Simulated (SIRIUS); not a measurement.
# Al3Au (I4/mmm) in SIRIUS: reference runs

Reference runs on Al3Au: the cell as given.

Everything below comes from runs of SIRIUS 7.10.0. Logs are shortened: lines on timing, memory, paths and dates and some standing lists are left out, and cuts for length are marked. The log counts tension as positive stress, the text compression.

**1. The structure**

It takes space group I4/mmm (No. 139, tetragonal). The conventional cell has a = 4.051 Å, b = 4.051 Å, c = 8.113 Å, α = 90.00°, β = 90.00°, γ = 90.00°. Au (site symmetry 4/mmm) is surrounded by 12 Al at 2.86 to 2.87 Å. Al (site symmetry 4/mmm) has 4 Au at 2.86 Å and 8 Al at 2.87 Å as nearest neighbours. Al (site symmetry -4m2) is surrounded by 8 Al at 2.86 to 2.87 Å and 4 Au at 2.87 Å.

The cell comes from a database or a generator and needn't be the stable form of this composition.

**2. Single point, PBE**

File sirius.json:

```json
{
  "control": {
    "processing_unit": "cpu",
    "verbosity": 2,
    "num_bands_to_print": 22,
    "print_forces": true,
    "print_stress": true
  },
  "parameters": {
    "electronic_structure_method": "pseudopotential",
    "xc_functionals": ["XC_GGA_X_PBE", "XC_GGA_C_PBE"],
    "gk_cutoff": 8.8,
    "pw_cutoff": 17.6,
    "ngridk": [9, 9, 9],
    "shiftk": [0, 0, 0],
    "smearing": "fermi_dirac",
    "smearing_width": 0.0018374661,
    "num_bands": 22,
    "num_mag_dims": 0,
    "num_dft_iter": 100,
    "energy_tol": 1e-08,
    "density_tol": 1e-06
  },
  "iterative_solver": {
    "type": "davidson",
    "min_tolerance": 1e-09,
    "tolerance_scale": [0.1, 0.25]
  },
  "mixer": {
    "type": "anderson",
    "beta": 0.7,
    "max_history": 8
  },
  "settings": {
    "tol_ne": 1e-10,
    "pseudo_grid_cutoff": 6.5
  },
  "unit_cell": {
    "lattice_vectors": [
      [-0.407849875078, 0.407849875078, 0.816894704841],
      [0.407849875078, -0.407849875078, 0.816894704841],
      [0.407849875078, 0.407849875078, -0.816894704841]
    ],
    "lattice_vectors_scale": 9.3841506766,
    "atom_coordinate_units": "lattice",
    "atom_types": ["Au", "Al"],
    "atom_files": {
      "Au": "Au.json",
      "Al": "Al.json"
    },
    "atoms": {
      "Au": [
        [0.0, 0.0, 0.0]
      ],
      "Al": [
        [0.5, 0.5, 0.0],
        [0.25, 0.75, 0.5],
        [0.75, 0.25, 0.5]
      ]
    }
  }
}
```

Potentials or basis: PseudoDojo 0.4.1 PBE standard (scalar relativistic).

Launch:

```bash
$ upf_to_json Au.upf
$ upf_to_json Al.upf
$ OMP_NUM_THREADS=1 sirius.scf --input=sirius.json --output=out.json --task=0
```

What it wrote:

```text
[info] SIRIUS version : 7.10.0
[info] number of MPI ranks           : 1
[info] MPI grid                      : 1 1
[info] maximum number of OMP threads : 1
[fft] FFT context for density and potential
[fft] =====================================
[fft]   comm size                             : 1
[fft]   plane wave cutoff                     : 17.6
[fft]   grid size                             : 60 60 60   total : 216000
[fft]   grid limits                           : -29 30   -29 30   -29 30
[fft]   number of G-vectors within the cutoff : 20704
[fft]   local number of G-vectors             : 20704
[fft]   number of G-shells                    : 2957
[fft] FFT context for coarse grid
[fft] =====================================
[fft]   comm size                             : 1
[fft]   plane wave cutoff                     : 17.6
[fft]   grid size                             : 60 60 60   total : 216000
[fft]   grid limits                           : -29 30   -29 30   -29 30
[fft]   number of G-vectors within the cutoff : 20704
[fft]   local number of G-vectors             : 20704
[fft]   number of G-shells                    : 2957
[unit cell] lattice vectors
[unit cell]   a1 :      -3.8273246812      3.8273246812      7.6658629971
[unit cell]   a2 :       3.8273246812     -3.8273246812      7.6658629971
[unit cell]   a3 :       3.8273246812      3.8273246812     -7.6658629971
[unit cell] reciprocal lattice vectors
[unit cell]   b1 :       0.0000000000      0.8208325437      0.4098159144
[unit cell]   b2 :       0.8208325437      0.0000000000      0.4098159144
[unit cell]   b3 :       0.8208325437      0.8208325437      0.0000000000
[unit cell] unit cell volume :       449.17094599 [a.u.^3]
[unit cell] 1/sqrt(omega)    :         0.04718394
[unit cell] MT volume        :         0.00000000 ( 0.00%)
[unit cell] IT volume        :       449.17094599 (100.00%)
[unit cell] number of atom types : 2
[unit cell] type id : 0 symbol : Au mt_radius :  13.550000 num_atoms : 1
[unit cell] type id : 1 symbol : Al mt_radius :  18.750000 num_atoms : 3
[unit cell] total number of atoms : 4
[unit cell] number of symmetry classes : 3
[unit cell] number of PAW atoms : 0
[unit cell] atom id  type id  class id             position                      vector_field
[unit cell] ------------------------------------------------------------------------------------------
[unit cell]      0        0        0      0.00000   0.00000   0.00000      0.00000   0.00000   0.00000
[unit cell]      1        1        1      0.50000   0.50000   0.00000      0.00000   0.00000   0.00000
[unit cell]      2        1        2      0.25000   0.75000   0.50000      0.00000   0.00000   0.00000
[unit cell]      3        1        2      0.75000   0.25000   0.50000      0.00000   0.00000   0.00000
[unit cell] atom id         position (Cartesian, a.u.)
[unit cell] ---------------------------------------------
[unit cell]      0       0.000000    0.000000    0.000000
[unit cell]      1       0.000000    0.000000    7.665863
[unit cell]      2       3.827325    0.000000    3.832931
[unit cell]      3       0.000000    3.827325    3.832931
[unit cell] class id : 0 atom id : 0
[unit cell] class id : 1 atom id : 1
[unit cell] class id : 2 atom id : 2 3
[unit cell] minimum bond length:     5.412654
[unit cell] total number of pseudo wave-functions: 22
[sym] space group number   : 139
[sym] international symbol : I4/mmm
[sym] Hall symbol          : -I 4 2
[sym] space group transformation matrix :
[... 299 lines left out ...]
[diagonalize] ik:    3   -3.498342   -1.709721   -1.709635   -1.709601    0.061916    0.171870    0.198253    0.217356    0.224606    0.225646    0.261455    0.314336    0.366573    0.429992    0.468520    0.512089    0.527104    0.549451    0.561748    0.595590    0.655689    0.708571
[diagonalize] ik:    4   -3.498342   -1.709720   -1.709645   -1.709601    0.096244    0.138957    0.191263    0.214538    0.226924    0.227942    0.249875    0.299709    0.361606    0.438977    0.473121    0.487425    0.533554    0.586440    0.591779    0.641400    0.662869    0.670299
[diagonalize] ...
[diagonalize] ik:   70   -3.498342   -1.709724   -1.709608   -1.709608    0.089264    0.123432    0.195116    0.224153    0.228529    0.231231    0.234466    0.310234    0.317399    0.464365    0.492907    0.566386    0.580291    0.619581    0.629373    0.646708    0.693049    0.693346
[diagonalize] ik:   71   -3.498342   -1.709724   -1.709609   -1.709603    0.070183    0.138118    0.195751    0.227822    0.228794    0.232448    0.234874    0.311629    0.347523    0.433051    0.483836    0.553497    0.590919    0.613115    0.647418    0.653653    0.669773    0.706115
[diagonalize] ik:   72   -3.498342   -1.709724   -1.709603   -1.709603    0.052553    0.153240    0.197654    0.225735    0.225735    0.234359    0.243656    0.349076    0.349076    0.414924    0.460917    0.571288    0.571288    0.593487    0.597135    0.667229    0.689284    0.714562
[diagonalize] ik:   73   -3.498342   -1.709725   -1.709609   -1.709603    0.099123    0.105192    0.194704    0.229115    0.230766    0.231688    0.231888    0.305672    0.340730    0.431814    0.484040    0.591464    0.615587    0.623143    0.638653    0.642480    0.685412    0.714648
[diagonalize] ik:   74   -3.498342   -1.709725   -1.709604   -1.709604    0.081159    0.116815    0.195772    0.230155    0.230155    0.232652    0.234796    0.335382    0.335382    0.413191    0.462677    0.611829    0.618025    0.618025    0.651648    0.675956    0.675956    0.687569
[find] Charges and magnetic moments
[find] --------------------------------------------------------------------------------
[find] total charge          : 28.000000
[find] Energy
[find] --------------------------------------------------------------------------------
[find] valence_eval_sum               :     -12.42011745
[find] <rho|V^{XC}>                   :     -21.94882975
[find] <rho|E^{XC}>                   :     -29.29775392
[find] <mag|B^{XC}>                   :       0.00000000
[find] <rho|V^{H}>                    :      95.94329070
[find] one-electron contribution      :     -86.41457839 (Ha),    -172.82915678 (Ry)
[find] hartree contribution           :      47.97164535
[find] xc contribution                :     -29.29775392
[find] ewald contribution             :     -87.42932529
[find] PAW contribution               :       0.00000000
[find] smearing (-TS)                 :      -0.00042000
[find] SCF correction                 :      -0.00000680
[find] Total energy                   :    -155.17001904 (Ha),    -310.34003809 (Ry)
[find] Free energy (E-TS)             :    -155.17043904 (Ha),    -310.34087808 (Ry)
[find] band gap (eV)                  :       0.00000000
[find] Efermi                         :       0.42654987
[find] iteration : 11, RMS : 7.987985688752e-08, energy difference : -2.072596316793e-09
[find] Hartree energy of density residual : 3.679403410149e-12
[find] bands are converged : false
[find] iterative solver converged : true
[find] converged after 12 SCF iterations!
[find] Charges and magnetic moments
[find] --------------------------------------------------------------------------------
[find] total charge          : 28.000000
[find] Energy
[find] --------------------------------------------------------------------------------
[find] valence_eval_sum               :     -12.42011745
[find] <rho|V^{XC}>                   :     -21.94882975
[find] <rho|E^{XC}>                   :     -29.29775392
[find] <mag|B^{XC}>                   :       0.00000000
[find] <rho|V^{H}>                    :      95.94329070
[find] one-electron contribution      :     -86.41457839 (Ha),    -172.82915678 (Ry)
[find] hartree contribution           :      47.97164535
[find] xc contribution                :     -29.29775392
[find] ewald contribution             :     -87.42932529
[find] PAW contribution               :       0.00000000
[find] smearing (-TS)                 :      -0.00042000
[find] SCF correction                 :      -0.00000680
[find] Total energy                   :    -155.17001904 (Ha),    -310.34003809 (Ry)
[find] Free energy (E-TS)             :    -155.17043904 (Ha),    -310.34087808 (Ry)
[find] band gap (eV)                  :       0.00000000
[find] Efermi                         :       0.42654987
[ground_state] === stress tensor components [kbar] ===
[ground_state] === stress_kin ===
[ground_state] -19618.788952   -0.000000   -0.000000
[ground_state]    -0.000000-19618.788952   -0.000000
[ground_state]    -0.000000   -0.000000-19612.591985
[ground_state] === stress_har ===
[ground_state] -11323.475835   -0.000000   -0.000000
[ground_state]    -0.000000-11323.475835   -0.000000
[ground_state]    -0.000000   -0.000000-8774.812387
[ground_state] === stress_ewald ===
[ground_state] 18105.953430    0.000000    0.000000
[ground_state]     0.00000018105.953430    0.000000
[ground_state]     0.000000    0.00000021054.914215
[ground_state] === stress_vloc ===
[ground_state] 12962.942072    0.000000    0.000000
[ground_state]     0.00000012962.942072    0.000000
[ground_state]     0.000000    0.000000 7468.741478
[ground_state] === stress_xc ===
[ground_state] -4671.134360   -0.000000   -0.000000
[ground_state]    -0.000000-4671.134360   -0.000000
[ground_state]    -0.000000   -0.000000-4670.996987
[ground_state] === stress_core ===
[ground_state]  9296.061872    0.000000    0.000000
[ground_state]     0.000000 9296.061872    0.000000
[ground_state]     0.000000    0.000000 9296.952322
[ground_state] === stress_nonloc ===
[ground_state] -4754.021296   -0.000000   -0.000000
[ground_state]    -0.000000-4754.021296   -0.000000
[ground_state]    -0.000000   -0.000000-4760.575385
[ground_state] === stress_us_nl ===
[ground_state] -4754.021296   -0.000000   -0.000000
[ground_state]    -0.000000-4754.021296   -0.000000
[ground_state]    -0.000000   -0.000000-4760.575385
[ground_state] === stress_total ===
[ground_state]    -2.463068    0.000000    0.000000
[ground_state]     0.000000   -2.463068    0.000000
[ground_state]     0.000000    0.000000    1.631272
[ground_state] ==== total Forces in Ha/bohr =====
[ground_state] atom:    0, force:       0.0000000      0.0000000      0.0000000
[ground_state] atom:    1, force:       0.0000000      0.0000000      0.0000000
[ground_state] atom:    2, force:       0.0000000     -0.0000000     -0.0000000
[ground_state] atom:    3, force:      -0.0000000      0.0000000      0.0000000
[ground_state] ==== ultrasoft contribution from Qij =====
[ground_state] atom:    0, force:       0.0000000      0.0000000      0.0000000
[ground_state] atom:    1, force:       0.0000000      0.0000000      0.0000000
[ground_state] atom:    2, force:       0.0000000      0.0000000      0.0000000
[ground_state] atom:    3, force:       0.0000000      0.0000000      0.0000000
[ground_state] ==== non-local contribution from Beta-projector =====
[ground_state] atom:    0, force:       0.0000000      0.0000000      0.0000000
[ground_state] atom:    1, force:       0.0000000      0.0000000      0.0000000
[ground_state] atom:    2, force:       0.0000000      0.0000000     -0.0000000
[ground_state] atom:    3, force:      -0.0000000      0.0000000      0.0000000
[ground_state] ==== contribution from local potential =====
[ground_state] atom:    0, force:       0.0000000      0.0000000      0.0000000
[ground_state] atom:    1, force:       0.0000000      0.0000000      0.0000000
[ground_state] atom:    2, force:      -0.0000000     -0.0000000      0.0000000
[ground_state] atom:    3, force:       0.0000000      0.0000000      0.0000000
[ground_state] ==== contribution from core density =====
[ground_state] atom:    0, force:       0.0000000      0.0000000      0.0000000
[ground_state] atom:    1, force:       0.0000000      0.0000000      0.0000000
[ground_state] atom:    2, force:       0.0000000     -0.0000000      0.0000000
[ground_state] atom:    3, force:       0.0000000      0.0000000     -0.0000000
[ground_state] ==== Ewald forces from ions =====
[ground_state] atom:    0, force:       0.0000000      0.0000000      0.0000000
[ground_state] atom:    1, force:       0.0000000      0.0000000      0.0000000
[ground_state] atom:    2, force:       0.0000000      0.0000000      0.0000000
[ground_state] atom:    3, force:       0.0000000      0.0000000      0.0000000
[~DFT_ground_state] local op. applied: 50252
[~DFT_ground_state] evp. work count: 9610.52
[~DFT_ground_state] number of iterative solver steps: 3704
```

Run time: 5.8 min. Hardware: 1 thread of Arm Neoverse V1, shared host; peak memory 1.2 GiB.

Results:

| Quantity | Value |
| --- | --- |
| Free energy | -4222.4028 eV |
| Pressure | 0.1 GPa |
| Band gap on the k mesh | none (metal or under the smearing width) |

Stress tensor (GPa, compression positive):
```
 0.25  0.00  0.00
 0.00  0.25  0.00
 0.00  0.00 -0.16
```

Spin-orbit coupling is left out, which matters for the levels of Au.
